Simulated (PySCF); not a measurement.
# C2H7Ge2N: the cost of one run

Computed with PySCF 2.14.0, with density-fitted response routines of our own, on a single molecule in the gas phase. Atoms count from 0, in the outputs and in this text.

## 1. The starting structure

12 atoms, charge 0, multiplicity 1; geometry from: GFN2-xTB. The atoms were then displaced at random by about 0.01 Å, so the start is not that level's minimum.

Bonds of the start (Å): C0–C1 1.20, C1–Ge2 1.91, Ge2–N3 1.78, N3–Ge4 1.84, C0–H5 1.06, Ge2–H6 1.48, Ge2–H7 1.51, N3–H8 1.03, Ge4–H9 1.52, Ge4–H10 1.47, Ge4–H11 1.50.

## 2. Geometry optimisation at PBE0-D3(BJ)/def2-SVP

The job: settings as JSON, then the geometry in Å.

```
{"job": {"xc": "PBE0", "basis": "def2-SVP", "d3": "d3bj", "grid": 1, "shake": 0.01, "kind": "geom"}, "charge": 0, "multiplicity": 1}
C      2.573810     1.429770     0.440490
C      1.931390     0.509020     0.008810
Ge     0.843260    -0.943790    -0.599370
N     -0.715740    -0.995250     0.252560
Ge    -2.024300     0.283270     0.090070
H      3.109380     2.278510     0.790170
H      0.597260    -0.763880    -2.050730
H      1.576390    -2.230570    -0.287510
H     -0.723490    -1.437520     1.181650
H     -1.639850     1.593980     0.749390
H     -2.241810     0.497440    -1.352680
H     -3.246620    -0.249240     0.768130
```

Command:

```
$ OMP_NUM_THREADS=1 python probes_run.py task.json out
```

The driver reads the jobs from task.json and runs them one after another.

Q: Estimate the wall time and peak memory of this first job on 1 thread of Arm Neoverse N1, shared host.

About 2.8 min, with a peak of 0.54 GiB.
